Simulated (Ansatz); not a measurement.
## MgO, space group Fm-3m: a calculation of the elastic constants

Computed with the Ansatz DFT code, driven from Python.

The script, `run_elastic.py`:
```python
from dataclasses import dataclass
from dataclasses import replace

import ansatz as az
import numpy as np


@dataclass
class Settings:
    filling: str = "Fixed"
    kgrid: tuple[int, ...] = (10, 10, 10)


cfg = Settings()


def main() -> None:
    mgo = (
        az.Lattice.fcc(4.217)
        .space_group(225)
        .atom("Mg", (0.0, 0.0, 0.0))
        .atom("O", (0.5, 0.0, 0.0))
        .primitive()
    )

    calc = (
        mgo.calculation()
        .functional(az.Functional.PBESOL)
        .pseudopotentials("paw")
        .occupations(cfg.filling)
        .kpoints(*cfg.kgrid)
    )
    rest = calc.relax(cell=True).run().lattice
    relaxed = az.Crystal(lattice=az.Lattice.of(rest.cell_ang))
    for site in rest.sites:
        relaxed = relaxed.atom(site.symbol, site.position_frac)
    calc = replace(calc, crystal=relaxed)
    print("relaxed volume {:.3f} A^3".format(abs(np.linalg.det(rest.cell_ang))))
    res = calc.elastic(az.ElasticMode.CLAMPED_ION, amplitude=0.005).run()
    elastic = res.elastic

    print(np.array2string(np.round(elastic.c_gpa, 1) + 0.0, suppress_small=True))
    print("Voigt stress of the unstrained cell (GPa, tension positive):", np.round(elastic.sigma0_gpa, 3) + 0.0)
    print("smallest eigenvalue of C:", round(elastic.stability.min_eigenvalue_gpa, 1), "GPa; tensor positive definite:", elastic.stability.min_eigenvalue_gpa > 0)
    if elastic.stability.min_eigenvalue_gpa > 0:
        m = elastic.moduli
        anisotropy = 5 * m.g_voigt_gpa / m.g_reuss_gpa + m.k_voigt_gpa / m.k_reuss_gpa - 6
        print(f"Voigt K {m.k_voigt_gpa:.1f} G {m.g_voigt_gpa:.1f}; Reuss K {m.k_reuss_gpa:.1f} G {m.g_reuss_gpa:.1f}; universal anisotropy index {anisotropy:.3f}")


if __name__ == "__main__":
    main()
```

```console
$ python run_elastic.py
DeckWarning: basis.ecutwfc = 420 eV, auto-derived from the records' recommended cutoffs: set by Mg (normal level)
relaxed volume 18.712 A^3
[[292.8  89.7  89.7   0.    0.    0. ]
 [ 89.7 292.8  89.7   0.    0.    0. ]
 [ 89.7  89.7 292.8   0.    0.    0. ]
 [  0.    0.    0.  144.5   0.    0. ]
 [  0.    0.    0.    0.  144.5   0. ]
 [  0.    0.    0.    0.    0.  144.5]]
Voigt stress of the unstrained cell (GPa, tension positive): [0.021 0.021 0.021 0.    0.    0.   ]
smallest eigenvalue of C: 144.5 GPa; tensor positive definite: True
Voigt K 157.4 G 127.3; Reuss K 157.4 G 123.6; universal anisotropy index 0.151
```
(Warnings from the package without file and line.)

Notes:
- The Fermi level of a run with fixed occupations marks the highest occupied state on its mesh, not mid-gap.
- A positive definite tensor excludes instabilities under uniform strain alone; phonons elsewhere in the zone can still be imaginary.
- Of the deposited cell: the entry's cell lengths or inner coordinates differ somewhat from later room-temperature determinations.
- The structure is a deposited one; some such entries were measured under pressure or heat, so a shift against it needn't be the functional's error alone.
- The constants belong to the cell that was strained; where it wasn't relaxed first it may be under stress.
- Hardware and time: 21 s on 1 thread of Arm Neoverse V1, with other jobs on the host, peak memory 0.39 GiB.
